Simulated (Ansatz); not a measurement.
# AsH₂+ (triplet): from Hartree-Fock to the top rungs at scale of all distances = 1.099, cc-pVDZ

How much of the correlation energy of AsH₂+ (triplet) does each wave-function method recover here?

The runs use Ansatz 0.2.0, Gaussian basis; cc-pVDZ, core rule «outside noble gas», up to 14 orbitals frozen.

The runs, in order: UHF; CCSD(T) on ROHF; CCSD(T) on UHF; BCCD(T) on ROHF; CISD; CCSDT(Q) on ROHF; CCSDT(Q) on UHF; CISDTQ; CASSCF and MRCISD+Q, 4 electrons in 4 orbitals; CASSCF and NEVPT2, 4 electrons in 4 orbitals; CASSCF and MRCISD+Q, 6 electrons in 6 orbitals; CASSCF and NEVPT4(SD), 6 electrons in 6 orbitals; CASSCF and NEVPT2, 6 electrons in 6 orbitals; Full CI.

15 further runs of the same task are left out: 9 that didn't finish, 6 set aside as unsound or not needed.

## (1) The system

The geometry derives from a PBE0/def2-TZVP stationary point (not a proven minimum). All distances are scaled together. No spin-orbit coupling is included. The filled d shell of As may be among the frozen orbitals whatever the setting's name suggests; the logs give the count.

3 atoms, charge 1, spin multiplicity 3.

Atoms are counted from 1 here; the program's logs count them from 0.

Bond lengths: As1–H2 1.661 Å, As1–H3 1.661 Å. Angles: H2–As1–H3 122.3°.

## (2) UHF

File in.yaml:

```yaml
crystal:
  periodic: [false, false, false]
  atoms:
    - {symbol: As, position_ang: [0.000000, -0.020989, 0.000000]}
    - {symbol: H, position_ang: [0.000000, 0.780067, -1.455088]}
    - {symbol: H, position_ang: [0.000000, 0.780067, 1.455088]}
basis:
  gaussian: {orbitals: cc-pVDZ}
total_charge: 1
magnetization: {spin_polarized: true, initial_magnetization: 2}
hamiltonian: {xc: hf}
output: {orbitals: {seedname: orbitals}}
```

The run is started by

```console
$ ansatz run in.yaml --threads 1 --pin off --events-out ev --progress --plain --max-ram 2393MiB
```

Further steps of the session: CCSD(T) on ROHF; CCSD(T) on UHF; BCCD(T) on ROHF; CISD; CCSDT(Q) on ROHF; CCSDT(Q) on UHF; CISDTQ; CASSCF and MRCISD+Q, 4 electrons in 4 orbitals; CASSCF and NEVPT2, 4 electrons in 4 orbitals; CASSCF and MRCISD+Q, 6 electrons in 6 orbitals; CASSCF and NEVPT4(SD), 6 electrons in 6 orbitals; CASSCF and NEVPT2, 6 electrons in 6 orbitals; Full CI.

Before running them: what should the planned runs give, taken together? Wanted: FCI below the RHF energy; RMP2 from FCI; UMP2 from FCI; RCCSD from FCI; RCCSD(T) from FCI; UCCSD(T) from FCI; RCCSDT(Q) from FCI; UCCSDT(Q) from FCI; NEVPT2 pair from FCI.

**Answer**, as computed:

| quantity | value |
| --- | --- |
| FCI below the RHF energy | -2.8821 eV |
| RMP2 from FCI | +69.4 kJ/mol |
| UMP2 from FCI | +69.1 kJ/mol |
| RCCSD from FCI | +8.6 kJ/mol |
| RCCSD(T) from FCI | +2.2 kJ/mol |
| UCCSD(T) from FCI | +1.3 kJ/mol |
| RCCSDT(Q) from FCI | 0.0 kJ/mol |
| UCCSDT(Q) from FCI | -0.9 kJ/mol |
| NEVPT2 pair from FCI | +61.3 kJ/mol |
| MRCISD+Q pair from FCI | -1.2 kJ/mol |
| NEVPT2 valence from FCI | +42.4 kJ/mol |
| levels within 1 kcal/mol (43 meV) | RCCSD(T), UCCSD(T), BCCD(T), RCCSDT, UCCSDT, CISDTQ, RCCSDT(Q), UCCSDT(Q), MRCISD+Q pair, MRCISD+Q valence |
| T1 diagnostic | 0.019 |
| effectively unpaired electrons | 2.04 |

In words: RCCSD(T) misses by +2.2 kJ/mol, 0.8 % of the correlation energy. UCCSDT, UCCSDT(Q), MRCISD+Q pair fall below full CI: unrestricted runs freeze a spin-polarised core, another one than full CI's, and coupled cluster isn't variational. One determinant dominates. Of the multireference levels listed MRCISD+Q valence comes nearest in total energy (+0.5 kJ/mol), which doesn't show that its space is the better one. These misses are within one basis, not against nature; the frozen cores of restricted and unrestricted runs differ, which can shift their rows.
